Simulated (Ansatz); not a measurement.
# InAs: the crystal squeezed far

Aim: compress InAs (zincblende type) step by step, far beyond the usual range, and follow pressure and electronic structure. Methods of the runs shown: PAW. Its runs: cell relaxed at zero pressure (PAW); volume scaled by 1 (PAW); volume scaled by 0.94 (PAW); volume scaled by 0.88 (PAW); volume scaled by 0.8 (PAW); volume scaled by 0.72 (PAW); volume scaled by 0.64 (PAW); volume scaled by 0.55 (PAW and PAW (level accurate)).

Computed with Ansatz 0.2.0 (DFT PBEsol, with the methods named in each step, unless a step's input says otherwise).

## 1. The structure to begin with

The structure is cubic, space group F-43m (No. 216). The conventional cell has a = 6.214 Å, b = 6.214 Å, c = 6.214 Å, α = 90.00°, β = 90.00°, γ = 90.00°. Around In (site symmetry -43m) lie 4 As at 2.69 Å. As (site symmetry -43m) is surrounded by 4 In at 2.69 Å.

Coordinates:

```
CELL_PARAMETERS angstrom
0.00000 3.10723 3.10723
3.10723 0.00000 3.10723
3.10723 3.10723 0.00000
ATOMIC_POSITIONS crystal
In 0.00000 0.00000 0.00000
As 0.25000 0.25000 0.25000
```

Whether this phase is the stable one at these pressures isn't tested.

Atoms are numbered in the order of the input: In1, As2.

## 2. Cell relaxed at zero pressure, PAW

The input, input.yaml:

```yaml
crystal:
  lattice:
    - [0.0, 3.107232506, 3.107232506]
    - [3.107232506, 0.0, 3.107232506]
    - [3.107232506, 3.107232506, 0.0]
  atoms:
    - { symbol: In, position: [0.0, 0.0, 0.0] }
    - { symbol: As, position: [0.25, 0.25, 0.25] }
kpoints:
  mp_grid: { grid: [11, 11, 11] }
scf:
  occupations: { method: fermi_dirac, width: 0.08 }
hamiltonian:
  xc: pbesol
  pseudopotentials: { kind: paw }
output:
  forces: true
  stress: true
relax:
  f_tol: 0.005
  max_steps: 40
  cell: {}
```

Launch:

```sh
ansatz run input.yaml --threads 1 --pin off --max-ram 2048MiB --backend cpu --events-out ev --progress --plain --runs-dir out
```

Further steps of the session: Volume scaled by 1, PAW; Volume scaled by 0.94, PAW; Volume scaled by 0.88, PAW; Volume scaled by 0.8, PAW; Volume scaled by 0.72, PAW; Volume scaled by 0.64, PAW; Volume scaled by 0.55, PAW; Volume scaled by 0.55, PAW (level accurate).

What does the calculation give? Wanted: PAW pressure at 0.55 of the volume; PAW; fitted bulk modulus at zero pressure.

As calculated:

```
                                           quantity      value
                 PAW pressure at 0.55 of the volume  131.0 GPa
PAW (level accurate) pressure at 0.55 of the volume  131.0 GPa
         fitted bulk modulus at zero pressure (PAW)     58 GPa
                            its pressure derivative       4.39
```

By PAW the pressure climbs to 131 GPa at 0.55 of the first volume. One third-order Birch-Murnaghan curve follows these points (B₀ = 58 GPa, B′ = 4.39, misfit at most 0.23 GPa). A fit over so wide a range leans to the high pressures, so B₀ can be off by several per cent. No all-electron run checks these rows here, and frozen cores can fail under such compression. The ions are at rest, and the electrons smeared by 0.08 eV.
